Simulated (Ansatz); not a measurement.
Crystal: Nb3Au.

```
Au Nb
1.0
     1.73914   -2.20603    0.00000
     1.73914    2.20603    0.00000
     0.00000    0.00000    9.35246
Au Nb
1 3
Direct
  0.00000 0.00000 0.00000
  0.50000 0.50000 0.24810
  0.00000 0.00000 0.50000
  0.50000 0.50000 0.75190
```

The cell comes from a database or a generator and needn't be the stable form of this composition.

Base run:

* Program: Ansatz 0.2.0
* Functional: PBEsol
* Potentials or basis: all-electron LAPW, scalar-relativistic
* Cutoff: 264 eV
* Density cutoff: 1055 eV
* Basis error allowed: 0.001 eV/atom
* k mesh: 10 × 10 × 3
* Occupations: fermi-dirac, width 0.05 eV
* Spin: no spin polarisation

Its results: pressure -6.7 GPa; largest force 0.072 eV/Å.

The run is repeated on the same cell with these changes: functional from PBEsol to LDA; basis error allowed from 0.001 eV/atom to 0.002 eV/atom. What comes out?

Pressure -10.7 GPa; largest force 0.051 eV/Å.

Not every run made on this cell is shown here.
